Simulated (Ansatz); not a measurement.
# BaTiO3: the cost of one run

Computed with Ansatz 0.2.0 (DFT PBE, scalar-relativistic, plane waves, PAW, unless a step's input says otherwise).

2 further runs of the same task are left out: 1 that didn't finish, 1 set aside as unsound or not needed.

### 1 Starting point

Symmetry: Pm-3m, No. 221, cubic system. The conventional cell has a = 4.019 Å, b = 4.019 Å, c = 4.019 Å, α = 90.00°, β = 90.00°, γ = 90.00°. Around Ba (site symmetry m-3m) lie 12 O at 2.84 Å. Ti (site symmetry m-3m) is surrounded by 6 O at 2.01 Å. O (site symmetry 4/mmm) has 2 Ti at 2.01 Å and 4 Ba at 2.84 Å as nearest neighbours.

As a file:

```cif
data_structure
_symmetry_space_group_name_H-M 'Pm-3m'
_symmetry_Int_Tables_number 221
_cell_length_a 4.0193
_cell_length_b 4.0193
_cell_length_c 4.0193
_cell_angle_alpha 90.000
_cell_angle_beta 90.000
_cell_angle_gamma 90.000
_cell_volume 64.93
loop_
_atom_site_label
_atom_site_type_symbol
_atom_site_symmetry_multiplicity
_atom_site_Wyckoff_symbol
_atom_site_fract_x
_atom_site_fract_y
_atom_site_fract_z
_atom_site_occupancy
Ba1 Ba 1 b 0.50000 0.50000 0.50000 1
Ti1 Ti 1 a 0.00000 0.00000 0.00000 1
O1 O 3 d 0.50000 0.00000 0.00000 1
```

It is the result of an earlier relaxation at this level (volume 12.99 Å³/atom; gap on the mesh: 1.78 eV).

### 2 The reference: the undisturbed cell on the scan's mesh

Contents of input.yaml:

```yaml
crystal:
  lattice:
    - [4.0192501416, 0.0, 0.0]
    - [0.0, 4.0192501416, 0.0]
    - [0.0, 0.0, 4.0192501416]
  atoms:
    - { symbol: Ba, position: [0.5, 0.5, 0.5] }
    - { symbol: Ti, position: [0.0, 0.0, 0.0] }
    - { symbol: O, position: [0.5, 0.0, 0.0] }
    - { symbol: O, position: [0.0, 0.5, 0.0] }
    - { symbol: O, position: [0.0, 0.0, 0.5] }
basis:
  ecutwfc: 420
kpoints:
  mp_grid: { grid: [8, 8, 8] }
hamiltonian:
  xc: pbe
scf:
  occupations: { method: gaussian, width: 0.05 }
output:
  forces: true
  stress: true
  eigenvalues: true
```

Launch:

```bash
$ ansatz run input.yaml --threads 1 --pin off --max-ram 2560MiB --backend cpu --events-out ev --progress --plain --runs-dir out
```

What time and memory should one allow on 1 thread of Arm Neoverse V2, shared host?

About 3.5 s, with a peak of 0.35 GiB.
